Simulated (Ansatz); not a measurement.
# BBrFH3: the cost of one run

All numbers below are computed with Ansatz 0.2.0 (RKS PBE-D4/def2-SVP).

**1. The structure to begin with**

Bond lengths: B1–F2 1.670 Å, B1–H3 1.190 Å, B1–H4 1.190 Å, B1–Br5 2.340 Å, Br5–H6 1.506 Å. Angles: F2–B1–H3 120.0°, F2–B1–H4 120.0°, F2–B1–Br5 71.6°, H3–B1–H4 120.0°, H3–B1–Br5 97.0°, H4–B1–Br5 101.2°, B1–Br5–H6 58.3°.

Coordinates:

```xyz
6

B     0.0000    0.0000    0.0000
F     0.0000    0.0000    1.6700
H     1.0305    0.0000   -0.5950
H    -1.0305    0.0000   -0.5950
Br    0.0978   -2.2185    0.7379
H     0.0469   -1.0647    1.7044
```

**2. Pulling towards end A**

Springs on the bonds that form and break draw the guess towards this end; the thresholds are loose.

File input.yaml:

```yaml
crystal:
  periodic: [false, false, false]
  atoms:
    - { symbol: B, position_ang: [0.0, 0.0, 0.0] }
    - { symbol: F, position_ang: [0.0, 0.0, 1.67] }
    - { symbol: H, position_ang: [1.0305, 0.0, -0.595] }
    - { symbol: H, position_ang: [-1.0305, 0.0, -0.595] }
    - { symbol: Br, position_ang: [0.0978, -2.2185, 0.7379] }
    - { symbol: H, position_ang: [0.0469, -1.0647, 1.7044] }
basis:
  gaussian: { orbitals: def2-SVP }
hamiltonian:
  xc: pbe
  dispersion: d4
relax:
  f_tol: 0.15
  max_steps: 25
  restrain:
    - { distance: [0, 4], at: 3.24, k: 30.0 }
    - { distance: [5, 1], at: 2.12, k: 30.0 }
    - { distance: [0, 1], at: 1.32, k: 30.0 }
    - { distance: [5, 4], at: 1.55, k: 30.0 }
```

On the command line:

```bash
$ ansatz run input.yaml --threads 1 --pin off --max-ram 2048MiB --backend cpu --events-out ev --progress --plain --runs-dir out
```

What time and memory should one allow on 1 thread of Arm Neoverse V2, shared host?

About 11 s, with a peak of 0.14 GiB.
